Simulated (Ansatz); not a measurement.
# H6Li6: the cost of one run

Method: the settings change from run to run; program: Ansatz 0.2.0, Gaussian basis.

2 further runs of the same task are left out: 2 set aside as unsound or not needed.

**1. The molecule**

The geometry comes from an earlier relaxation with r2SCAN-D4 in a triple-zeta def2 set; it is a stationary point, not always the lowest conformer.

12 atoms, charge 1, spin multiplicity 2.

Atoms are counted from 1 here; the program's logs count them from 0.

Bond lengths: Li1–Li4 2.703 Å, Li1–H7 1.777 Å, Li1–H12 1.750 Å, Li2–Li4 2.775 Å, Li2–Li5 2.624 Å, Li2–Li6 2.700 Å, Li2–H9 1.873 Å, Li2–H11 1.786 Å, Li2–H12 1.806 Å, Li3–Li4 2.625 Å, Li3–H7 1.787 Å, Li3–H10 1.735 Å, Li4–H9 1.807 Å, Li4–H10 1.786 Å, Li4–H12 1.874 Å, Li5–H8 1.787 Å, Li5–H11 1.736 Å, Li6–H8 1.777 Å and more. Angles: Li4–Li1–H7 46.9°, Li4–Li1–H12 43.6°, H7–Li1–H12 90.5°, Li4–Li2–Li5 164.3°, Li4–Li2–Li6 80.3°, Li4–Li2–H9 40.2°, Li4–Li2–H11 154.6°, Li4–Li2–H12 42.0°, Li5–Li2–Li6 84.0°, Li5–Li2–H9 124.2°, Li5–Li2–H11 41.1°, Li5–Li2–H12 153.7°, Li6–Li2–H9 40.1°, Li6–Li2–H11 125.2°, Li6–Li2–H12 122.3°, H9–Li2–H11 165.3°, H9–Li2–H12 82.2°, H11–Li2–H12 112.6° and more.

**2. r2SCANh/6-31G**

This run has high accuracy.

in.yaml

```yaml
crystal:
  periodic: [false, false, false]
  atoms:
    - {symbol: Li, position_ang: [2.620499, 1.035072, -0.063388]}
    - {symbol: Li, position_ang: [0.052964, -1.384476, -0.059613]}
    - {symbol: Li, position_ang: [0.559663, 3.936563, 0.130969]}
    - {symbol: Li, position_ang: [-0.057565, 1.386591, 0.047040]}
    - {symbol: Li, position_ang: [-0.553263, -3.936369, -0.116487]}
    - {symbol: Li, position_ang: [-2.621630, -1.039895, 0.067269]}
    - {symbol: H, position_ang: [1.588914, 2.479094, 0.032605]}
    - {symbol: H, position_ang: [-1.588104, -2.482723, -0.025093]}
    - {symbol: H, position_ang: [-1.210599, -0.005060, 0.041612]}
    - {symbol: H, position_ang: [-0.880209, 2.968752, 0.144124]}
    - {symbol: H, position_ang: [0.883536, -2.963278, -0.145217]}
    - {symbol: H, position_ang: [1.205804, 0.005700, -0.053792]}
basis:
  gaussian: {orbitals: 6-31G}
total_charge: 1
magnetization: {spin_polarized: true, initial_magnetization: 1}
hamiltonian: {xc: {name: r2SCANh}}
accuracy: high
scf: {omitted_lower_state_checks: [starts]}
output: {forces: true}
```

Started as:

```sh
ansatz run in.yaml --threads 4 --pin off --events-out ev --progress --plain --max-ram 3916MiB
```

What time and memory should one allow on 4 threads of Arm Neoverse V2, shared host?

About 10 s, with a peak of 0.65 GiB.
